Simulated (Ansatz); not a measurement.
# Mg3B: the cost of one run

Program: Ansatz 0.2.0. Level of theory: DFT PBE, scalar-relativistic, plane waves, PAW. These are calculated values, not measurements.

1 further run of the same task is left out (it didn't finish).

## Step 1: Starting point

Symmetry: I4/mmm, No. 139, tetragonal system. The conventional cell has a = 3.829 Å, b = 3.829 Å, c = 8.553 Å, α = 90.00°, β = 90.00°, γ = 90.00°. Mg (site symmetry 4/mmm) is surrounded by 4 B at 2.71 Å and 8 Mg at 2.87 Å. Mg (site symmetry -4m2) has 8 Mg at 2.71 to 2.87 Å and 4 B at 2.87 Å as nearest neighbours. Around B (site symmetry 4/mmm) lie 12 Mg at 2.71 to 2.87 Å.

Structure file:

```cif
data_structure
_symmetry_space_group_name_H-M 'P 1'
_symmetry_Int_Tables_number 1
_cell_length_a 5.0615
_cell_length_b 5.0615
_cell_length_c 5.0615
_cell_angle_alpha 135.550
_cell_angle_beta 135.550
_cell_angle_gamma 64.676
_cell_volume 62.70
loop_
_atom_site_label
_atom_site_type_symbol
_atom_site_fract_x
_atom_site_fract_y
_atom_site_fract_z
_atom_site_occupancy
Mg1 Mg 0.50000 0.50000 0.00000 1
Mg2 Mg 0.25000 0.75000 0.50000 1
Mg3 Mg 0.75000 0.25000 0.50000 1
B1 B 0.00000 0.00000 0.00000 1
```

This is candidate A: TiAl3 (D0_22) type (I4/mmm, No. 139).

(A quick probe on a coarse mesh, which set the mesh and smearing, is not shown.)

## Step 3: Coarse relaxation (candidate A)

Contents of input.yaml:

```yaml
crystal:
  lattice:
    - [-1.9144777821, 1.9144777821, 4.2764958249]
    - [1.9144777821, -1.9144777821, 4.2764958249]
    - [1.9144777821, 1.9144777821, -4.2764958249]
  atoms:
    - { symbol: Mg, position: [0.5, 0.5, 0.0] }
    - { symbol: Mg, position: [0.25, 0.75, 0.5] }
    - { symbol: Mg, position: [0.75, 0.25, 0.5] }
    - { symbol: B, position: [0.0, 0.0, 0.0] }
basis:
  ecutwfc: 420
kpoints:
  mp_grid: { grid: [6, 6, 6] }
hamiltonian:
  xc: pbe
scf:
  occupations: { method: gaussian, width: 0.1 }
  lower_state_search: "off"
output:
  forces: true
  stress: true
  eigenvalues: true
relax:
  adjacent_minimum: "off"
  f_tol: 0.04
  max_steps: 70
  cell: { stress_tol: 0.4 }
```

Run with:

```console
$ ansatz run input.yaml --threads 1 --pin off --max-ram 2560MiB --backend cpu --events-out ev --progress --plain --runs-dir out
```

**Question.** How long does this run take on 1 thread of Intel Xeon 6975P-C (Granite Rapids), shared host, and how much memory does it need?

About 8 s, with a peak of 0.41 GiB.
